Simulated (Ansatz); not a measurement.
Here is an Ansatz 0.2.0 calculation.

input.yaml

```yaml
crystal:
  lattice:
    - [2.4705617809, 0.0, 0.0]
    - [-1.2352808904, 2.1395692639, 0.0]
    - [0.0, 0.0, 27.1323507]
  atoms:
    - { symbol: Co, position: [0.33333333, 0.66666666, 0.2764227871], spin: 2.0 }
    - { symbol: Co, position: [0.0, 0.0, 0.3509485247], spin: 2.0 }
    - { symbol: Co, position: [0.66666667, 0.33333334, 0.4254742624], spin: 2.0 }
    - { symbol: Co, position: [0.0, 0.0, 0.5], spin: 2.0 }
    - { symbol: Co, position: [0.33333333, 0.66666666, 0.5745257376], spin: 2.0 }
    - { symbol: Co, position: [0.0, 0.0, 0.6490514753], spin: 2.0 }
    - { symbol: Co, position: [0.66666667, 0.33333334, 0.7235772129], spin: 2.0 }
hamiltonian:
  xc: blyp
  pseudopotentials: { kind: paw }
magnetization:
  spin_polarized: true
kpoints:
  mp_grid: { grid: [12, 12, 1] }
  band_path:
    path:
      - [0.0, 0.0, 0.0]
      - [0.5, 0.0, 0.0]
      - [0.3333333333, 0.3333333333, 0.0]
      - [0.0, 0.0, 0.0]
    npoints: 10
scf:
  occupations: { method: fermi_dirac, width: 0.05 }
  n_extra_bands: 17
output:
  forces: true
  eigenvalues: true
  fatbands: false
  write_density: true
  write_potential: true
  elf: true
  volumetric_format: npy
efield:
  axis: 3
  dipole_correction: true
  ramp_width: 0.04
```

Potentials or basis: Ansatz PAW.

Launch:

```sh
$ ansatz run input.yaml --threads 4 --pin off --max-ram 11264MiB --backend cpu --events-out ev --progress --plain --runs-dir out
```

(1) What does it give for the site moments?

(2) Estimate the dipole across the slab.

(3) What does it give for the work function of the lower face?

## Answers

(1) Co +1.78, +1.71, +1.69, +1.67 μB.

(2) 0.000 e·Å.

(3) 4.75 eV.
